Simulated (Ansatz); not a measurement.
# Ge3SbSe: the cost of one run

Method: DFT PBE, scalar-relativistic, plane waves, PAW, in Ansatz 0.2.0.

1 further run of the same task is left out (it didn't finish).

### Step 1. The starting structure

The structure is tetragonal, space group P4/mmm (No. 123). The conventional cell has a = 4.876 Å, b = 4.876 Å, c = 4.810 Å, α = 90.00°, β = 90.00°, γ = 90.00°. Ge (site symmetry mmm) is surrounded by 6 Ge at 2.44 to 3.45 Å and 4 Sb at 3.42 Å and 4 Se at 3.42 Å. Ge (site symmetry 4/mmm) is surrounded by 2 Sb at 2.41 Å and 4 Ge at 2.44 Å. Sb (site symmetry 4/mmm) has 10 Ge at 2.41 to 3.42 Å and 4 Se at 3.45 Å as nearest neighbours. Se (site symmetry 4/mmm) has 8 Ge at 3.42 Å and 4 Sb at 3.45 Å as nearest neighbours.

Coordinates:

```
Ge Sb Se
1.0
     4.87566    0.00000    0.00000
     0.00000    4.87566    0.00000
     0.00000    0.00000    4.81049
Ge Sb Se
3 1 1
Direct
  0.00000 0.50000 0.00000
  0.50000 0.00000 0.00000
  0.00000 0.00000 0.00000
  0.00000 0.00000 0.50000
  0.50000 0.50000 0.50000
```

Recipe of the guess: random cell by space group and Wyckoff sites (P4/mmm, No. 123). Its size is a rough estimate.

### Step 2. The guess as it stands, on a coarse mesh

Input file input.yaml:

```yaml
crystal:
  lattice:
    - [4.87565732, 0.0, 0.0]
    - [0.0, 4.87565732, 0.0]
    - [0.0, 0.0, 4.81049174]
  atoms:
    - { symbol: Ge, position: [0.0, 0.5, 0.0] }
    - { symbol: Ge, position: [0.5, 0.0, 0.0] }
    - { symbol: Ge, position: [0.0, 0.0, 0.0] }
    - { symbol: Sb, position: [0.0, 0.0, 0.5] }
    - { symbol: Se, position: [0.5, 0.5, 0.5] }
basis:
  ecutwfc: 420
kpoints:
  mp_grid: { grid: [4, 4, 4] }
hamiltonian:
  xc: pbe
scf:
  occupations: { method: gaussian, width: 0.1 }
  lower_state_search: "off"
output:
  forces: true
  stress: true
  eigenvalues: true
```

Run with:

```console
$ ansatz run input.yaml --threads 1 --pin off --max-ram 2560MiB --backend cpu --events-out ev --progress --plain --runs-dir out
```

Q: Estimate wall time and peak memory on 1 thread of Arm Neoverse V2, shared host.

About 5 s, with a peak of 0.41 GiB.
